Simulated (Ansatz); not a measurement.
Write a Python script for Ansatz's Python interface that makes a single point from an input written key by key of CH8OSi2, SMILES OC([SiH3])[SiH3]. Settings: BHLYP, def2-SVP basis, multiplicity 1.

```csv
atom,x (Å),y (Å),z (Å)
O,0.2327,1.8728,0.2754
C,-0.3523,0.5887,0.0460
Si,-0.1920,-0.6174,1.4736
Si,0.4440,-0.3768,-1.4031
H,-0.0012,2.4422,-0.5490
H,-1.4219,0.7397,-0.1313
H,1.2942,-0.9212,1.7826
H,-0.8380,-1.8758,1.2052
H,-0.7685,-0.0299,2.7575
H,0.2560,0.4531,-2.5981
H,-0.4054,-1.6363,-1.6310
H,1.8294,-0.6943,-1.1938
```

The script, `ch8osi2_deck.py`:
```python
"""Run CH8OSi2 from an input written out key by key."""

import logging
import sys

import ansatz as az
import numpy as np
import pandas as pd

logging.basicConfig(stream=sys.stdout, format="%(name)s: %(message)s")
logger = logging.getLogger("ch8osi2")
logger.setLevel(logging.INFO)

DECK = """
crystal:
  periodic: [false, false, false]
  atoms:
    - { symbol: O, position_ang: [0.2327, 1.8728, 0.2754] }
    - { symbol: C, position_ang: [-0.3523, 0.5887, 0.046] }
    - { symbol: Si, position_ang: [-0.192, -0.6174, 1.4736] }
    - { symbol: Si, position_ang: [0.444, -0.3768, -1.4031] }
    - { symbol: H, position_ang: [-0.0012, 2.4422, -0.549] }
    - { symbol: H, position_ang: [-1.4219, 0.7397, -0.1313] }
    - { symbol: H, position_ang: [1.2942, -0.9212, 1.7826] }
    - { symbol: H, position_ang: [-0.838, -1.8758, 1.2052] }
    - { symbol: H, position_ang: [-0.7685, -0.0299, 2.7575] }
    - { symbol: H, position_ang: [0.256, 0.4531, -2.5981] }
    - { symbol: H, position_ang: [-0.4054, -1.6363, -1.631] }
    - { symbol: H, position_ang: [1.8294, -0.6943, -1.1938] }
basis:
  gaussian: { orbitals: def2-SVP }
hamiltonian:
  xc: { name: BHLYP }
output:
  forces: true
"""


def main() -> None:
    session = az.Session.from_yaml(DECK)
    data = session.plan(threads=1).execute().report

    logger.info(f"E = {data['free_energy_ev']:.6f} eV = {data['free_energy_ev'] / 27.211386246:.7f} Ha")
    print("converged:", data["converged"], " doubts:", data["published_state_doubts"] or "none")
    symbols = ["O", "C", "Si", "Si", "H", "H", "H", "H", "H", "H", "H", "H"]

    logger.info("forces (eV/A)")
    for symbol, f in zip(symbols, data["forces_ev_ang"]):
        logger.info(f"  {symbol:2s} {f[0]:9.4f} {f[1]:9.4f} {f[2]:9.4f}")
    charges = data["charge_distribution"]
    table = pd.DataFrame({"atom": symbols, "mulliken": charges["mulliken_charges_e"], "lowdin": charges["lowdin_charges_e"]})
    print(table.round(3).to_string())
    print("dipole (e A):", np.round(charges["dipole_moment_e_ang"], 4) + 0.0)


if __name__ == "__main__":
    main()
```

```console
$ python ch8osi2_deck.py
ch8osi2: E = -18959.215690 eV = -696.7383256 Ha
converged: True  doubts: none
ch8osi2: forces (eV/A)
ch8osi2:   O    -0.6116    1.0866   -2.4764
ch8osi2:   C     0.3189    0.0217   -0.3529
ch8osi2:   Si    1.2288    1.1681    2.2538
ch8osi2:   Si   -1.9485   -0.0623   -0.4854
ch8osi2:   H     0.8309   -1.6764    2.6009
ch8osi2:   H    -0.2097   -0.4495   -0.1874
ch8osi2:   H    -0.9838    0.2198   -0.3515
ch8osi2:   H    -0.4622   -0.6091   -0.3766
ch8osi2:   H     0.1951   -0.3180   -0.5979
ch8osi2:   H     0.2178    0.1850   -0.3905
ch8osi2:   H     0.6424    0.6045    0.1820
ch8osi2:   H     0.7819   -0.1705    0.1819
   atom  mulliken  lowdin
0     O    -0.388   0.015
1     C    -0.247  -0.231
2    Si     0.470   0.332
3    Si     0.470   0.338
4     H     0.213   0.041
5     H     0.059   0.001
6     H    -0.096  -0.081
7     H    -0.094  -0.081
8     H    -0.097  -0.088
9     H    -0.112  -0.094
10    H    -0.096  -0.078
11    H    -0.082  -0.075
dipole (e A): [-0.1958  0.033  -0.3332]
```

Total energies depend on the basis set; only differences at equal settings carry meaning. The geometry is a force-field or estimated start, not a minimum of this method, and the basis set is short of its limit. The Löwdin charges here are taken after orthogonalising the functions within each atom; they differ from plain Löwdin charges, and their signs can be unphysical. Hardware and time: 5.7 s on 1 thread of Arm Neoverse V1 (shared host), peak memory 0.3 GiB.
